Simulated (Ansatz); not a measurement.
Runs of Ansatz 0.2.0 on ScNb. Symmetry: P-6m2, No. 187, hexagonal system. Conventional cell: a = 3.066 Å, b = 3.066 Å, c = 5.072 Å, α = 90.00°, β = 90.00°, γ = 120.00°. Around Nb (site symmetry -6m2) lie 6 Nb at 3.07 Å and 6 Sc at 3.09 Å. Sc (site symmetry -6m2) has 6 Sc at 3.07 Å and 6 Nb at 3.09 Å as nearest neighbours. The cell comes from a database or a generator and needn't be the stable form of this composition.

```tsv
potentials or basis	cutoff (eV)	V0 of scaled cells (Å³/atom)	B0 (GPa)
Ansatz PAW earlier set	708	20.61	102
JTH PAW	1350	(a)	102
Ansatz PAW earlier set	920	20.61	102
PseudoDojo stringent	1116	20.62	102
Ansatz PAW	420	20.61	102
```

Alike in all rows: task equation of state; level PBE; no spin polarisation; cell as given; k mesh 10 × 10 × 5; smearing fermi-dirac 0.05 eV.

Fill in the values left out.

(a) 20.60.

Caveats: the cell was scaled at fixed shape and fractional positions, which overstates the stiffness of a crystal with free parameters, most of all of layers and chains.

Not every run made on this cell is shown here.
